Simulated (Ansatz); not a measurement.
Working through a ladder of basis sets of CH5AlSn, SMILES [CH2]1[AlH][SnH2]1

With Ansatz's Python interface.

Notebook, run cell by cell (the value of a cell's last expression is shown):

```python
import ansatz as az
```

```python
geometry_ang = [
    ("C", (-0.8841, 0.0987, -0.542)),
    ("Al", (-0.1708, 1.1227, 0.9473)),
    ("Sn", (0.6934, -1.1484, -0.2279)),
    ("H", (-1.8339, -0.3272, -0.34)),
    ("H", (-0.8834, 0.6728, -1.5414)),
    ("H", (0.2626, 2.589, 1.4666)),
    ("H", (0.5673, -2.3839, 1.0156)),
    ("H", (2.341, -0.6807, -0.8339)),
]
mol = az.Crystal.molecule()
for symbol, xyz in geometry_ang:
    mol = mol.atom(symbol, xyz)

base = mol.calculation().functional("PBE0")
```

```python
energies = {}
for basis in ["def2-SVP", "def2-SVPD", "def2-TZVP", "def2-TZVPP"]:
    r = base.basis(gaussian=basis).run().report
    size = r["n_frozen"] + r["n_occupied"][0] + r["n_virtual"][0]
    energies[basis] = (r["reference_energy_ev"] / 27.211386246, r["free_energy_ev"] / 27.211386246)
    print(f"{basis:14s} {size:4d} orbitals  reference {energies[basis][0]:14.6f} Ha  total {energies[basis][1]:14.6f} Ha")
```

    def2-SVP         83 orbitals  reference    -497.446536 Ha  total    -497.446536 Ha
    def2-SVPD       116 orbitals  reference    -497.450689 Ha  total    -497.450689 Ha
    def2-TZVP       148 orbitals  reference    -497.584528 Ha  total    -497.584528 Ha
    def2-TZVPP      193 orbitals  reference    -497.586043 Ha  total    -497.586043 Ha

```python
last = energies["def2-TZVPP"][1]
for basis, (_, total) in energies.items():
    print(f"{basis:14s} lies {27.211386 * (total - last):9.4f} eV above def2-TZVPP")
```

    def2-SVP       lies    3.7962 eV above def2-TZVPP
    def2-SVPD      lies    3.6832 eV above def2-TZVPP
    def2-TZVP      lies    0.0412 eV above def2-TZVPP
    def2-TZVPP     lies    0.0000 eV above def2-TZVPP

Against def2-SVP: def2-SVPD -4.2 mHa, def2-TZVP -138.0 mHa and def2-TZVPP -139.5 mHa. The last step alone is -1.52 mHa (these two sets differ little on atoms other than hydrogen). From the first set to the last the time grows from 3.0 to 5.9 s.

Caveats:
- These settings explore the input space; basis and method may be short of convergence.
- The geometry is a force-field or estimated start, not a minimum of this method, and the last set is no limit. Much of the fall in a total is atomic energy, which cancels in bond and reaction energies.
- def2 sets replace the cores of elements past krypton by effective core potentials.
- Timing: 18 s on 1 thread of Arm Neoverse V1 (shared host), peak memory 0.38 GiB.
